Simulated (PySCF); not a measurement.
# GaGeH5 (SMILES [GaH2][GeH3]) at r2SCAN/cc-pVTZ

Aim: the vertical ionisation energy of GaGeH5 at r2SCAN/cc-pVTZ, from 2 runs. The job is set up through a Python script.

Program for the calculation: PySCF 2.14.0.

## 1. The structure to begin with

The species is GaGeH5 (7 atoms), meant as a singlet with charge 0. SMILES: `[GaH2][GeH3]`. The coordinates come from a PBE0-D4/def2-TZVP relaxation.

Bond lengths: Ga1–Ge2 2.444 Å, Ga1–H3 1.572 Å, Ga1–H4 1.572 Å, Ge2–H5 1.540 Å, Ge2–H6 1.543 Å, Ge2–H7 1.540 Å. Angles: Ga1–Ge2–H5 113.0°, Ga1–Ge2–H6 109.4°, Ga1–Ge2–H7 112.6°, Ge2–Ga1–H3 120.3°, Ge2–Ga1–H4 120.7°, H5–Ge2–H6 106.9°, H5–Ge2–H7 107.8°, H6–Ge2–H7 106.8°, H3–Ga1–H4 119.0°.

## 2. A single-point energy at r2SCAN/cc-pVTZ

calc.py reads:

```python
from pyscf import gto, dft

molecule = gto.M(
    atom=[
    ('Ga', (-0.366500, -1.359600, 0.111400)),
    ('Ge', (0.277800, 0.987900, -0.107400)),
    ('H', (0.529900, -2.354300, 0.935000)),
    ('H', (-1.693000, -1.891700, -0.542800)),
    ('H', (-0.307500, 1.657300, -1.364600)),
    ('H', (-0.246100, 1.779800, 1.109100)),
    ('H', (1.805500, 1.180600, -0.140600)),
],
    max_memory=1860,
    basis='cc-pvtz',
    verbose=4,
    spin=0,
)

ks = dft.RKS(molecule, xc='r2scan')
ks.grids.level = 3
ks.conv_tol = 1e-10
ks.kernel()
if not ks.converged:
    ks = ks.newton().run(ks.mo_coeff, ks.mo_occ)

energy = ks.e_tot
print(f'total energy: {energy:.8f} hartree')
```

The run is started by

```console
$ OMP_NUM_THREADS=1 python calc.py
```

Output:

```text
PySCF version 2.14.0

[... 78 lines left out ...]
converged SCF energy = -4004.8891008829
total energy: -4004.88910088 hartree
```

Run time: 41 s. Hardware: 1 thread of Arm Neoverse V1, shared host; peak memory 1.2 GiB.

## 3. The doublet cation at the same level

job.py reads:

```python
from pyscf import gto, dft

system = gto.M(
    atom=[
    ('Ga', (-0.366500, -1.359600, 0.111400)),
    ('Ge', (0.277800, 0.987900, -0.107400)),
    ('H', (0.529900, -2.354300, 0.935000)),
    ('H', (-1.693000, -1.891700, -0.542800)),
    ('H', (-0.307500, 1.657300, -1.364600)),
    ('H', (-0.246100, 1.779800, 1.109100)),
    ('H', (1.805500, 1.180600, -0.140600)),
],
    basis='cc-pvtz',
    max_memory=1860,
    charge=1,
    spin=1,
    verbose=3,
)

myscf = dft.UKS(system, xc='r2scan')
myscf.conv_tol = 1e-10
myscf.grids.level = 3
myscf.kernel()
if not myscf.converged:
    myscf = myscf.newton().run(myscf.mo_coeff, myscf.mo_occ)

etot = myscf.e_tot
print('E = %.10f Eh' % etot)
```

The run is started by

```console
$ OMP_NUM_THREADS=1 python job.py
```

Output:

```text
WARN: HOMO -0.274589034765537 >= LUMO -0.274589034765539

converged SCF energy = -4004.53628591854  <S^2> = 0.75503212  2S+1 = 2.0050258
E = -4004.5362859185 Eh
```

Wall time 90 s (1 thread of Arm Neoverse V1, shared host); peak memory 1.2 GiB.

## 4. What came out

Level: r2SCAN/cc-pVTZ.

```
                                          quantity           value
                      singlet GaGeH5: total energy  -4004.88910 Eh
                     singlet GaGeH5: dipole moment          0.28 D
                       singlet GaGeH5: HOMO energy        -6.81 eV
                       singlet GaGeH5: LUMO energy        -2.66 eV
                     singlet GaGeH5: HOMO–LUMO gap         4.15 eV
                      doublet cation: total energy  -4004.53629 Eh
doublet cation: HOMO energy (highest over α and β)       -13.33 eV
 doublet cation: LUMO energy (lowest over α and β)       -12.33 eV
                              doublet cation: ⟨S²⟩           0.755
vertical ionisation energy (to the doublet cation)        9.601 eV
```

**Reading.** Removing an electron at fixed nuclei costs 9.60 eV (926 kJ/mol). −ε(HOMO) before ionisation, 6.81 eV, is 2.79 eV below this ionisation energy. Mulliken charges (doublet cation) run from +0.05 on H5 to +0.37 on Ge2; they depend strongly on the basis.
